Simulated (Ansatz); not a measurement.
**SiAsH2 (quartet): from Hartree-Fock to the top rungs, cc-pVTZ**

An exercise on one series of results from a longer session: the logs are not shown, and one member is left open.

Method: cc-pVTZ, core rule «outside noble gas», up to 19 orbitals frozen; program: Ansatz 0.2.0, Gaussian basis.

To be run: UHF; CCSD(T) on ROHF; CCSD(T) on UHF; BCCD(T) on ROHF; CCSDT(Q) on ROHF; CCSDT(Q) on UHF; CASSCF and MRCISD+Q, 11 electrons in 10 orbitals; CASSCF and NEVPT2, 11 electrons in 10 orbitals.

5 further runs of the same task are left out: 5 set aside as unsound or not needed. Runs told in other sessions of the task aren't counted.

## What is computed

The geometry is a PBE0/def2-TZVP stationary point (not a proven minimum) of the parent state, kept for this charge and spin. No spin-orbit coupling is included. The filled d shell of As may be among the frozen orbitals whatever the setting's name suggests.

4 atoms, charge 0, spin multiplicity 4.

Atoms are counted from 1 here; the program's logs count them from 0.

Bond lengths: Si1–As2 2.163 Å, Si1–H3 1.486 Å, Si1–H4 1.486 Å. Angles: As2–Si1–H3 124.4°, As2–Si1–H4 124.4°, H3–Si1–H4 111.2°.

As a file:

```xyz
4

Si    0.0000    0.0000    1.5272
As    0.0000    0.0000   -0.6362
H     0.0000    1.2259    2.3663
H     0.0000   -1.2259    2.3663
```

Set-up of the first run:

Input file in.yaml:

```yaml
crystal:
  periodic: [false, false, false]
  atoms:
    - {symbol: Si, position_ang: [0.000000, 0.000000, 1.527212]}
    - {symbol: As, position_ang: [0.000000, 0.000000, -0.636167]}
    - {symbol: H, position_ang: [0.000000, 1.225885, 2.366293]}
    - {symbol: H, position_ang: [0.000000, -1.225885, 2.366293]}
basis:
  gaussian: {orbitals: cc-pVTZ}
magnetization: {spin_polarized: true, initial_magnetization: 3}
hamiltonian: {xc: hf}
output: {orbitals: {seedname: orbitals}}
```

Launch:

```console
> ansatz run in.yaml --threads 1 --pin off --events-out ev --progress --plain --max-ram 4096MiB --backend cpu
```

Steps of the session up to this table: UHF; CCSD(T) on ROHF; CCSD(T) on UHF; BCCD(T) on ROHF; CCSDT(Q) on ROHF; CCSDT(Q) on UHF; CASSCF and MRCISD+Q, 11 electrons in 10 orbitals; CASSCF and NEVPT2, 11 electrons in 10 orbitals.

One table of the session follows, with a row left open; its other results are not shown here.

```
          method  from UCCSDT(Q) (meV)
            ROHF               +6819.9
             UHF               +6561.8
            RMP2               +1247.4
            UMP2               +1303.3
           RCCSD                +309.7
           UCCSD                +293.2
        RCCSD(T)                 +59.8
        UCCSD(T)                     ?
         BCCD(T)                 +59.9
          RCCSDT                 +20.8
          UCCSDT                 +10.6
       RCCSDT(Q)                 +10.2
       UCCSDT(Q)                     0
  CASSCF valence               +5447.8
  NEVPT2 valence               +1390.6
  MRCISD valence                +578.6
MRCISD+Q valence                +109.9
```

Q: Estimate the row for UCCSD(T) from the others.

**Answer.** from UCCSDT(Q) (meV): +51.7. In the column «from UCCSDT(Q) (meV)» it lies between RCCSDT (+20.8) and RCCSD(T) (+59.8).

Caveats from the session: Restricted and unrestricted rows rest on different reference determinants; a gap between their highest levels can come from leftover correlation error, from unlike frozen cores or from another state.
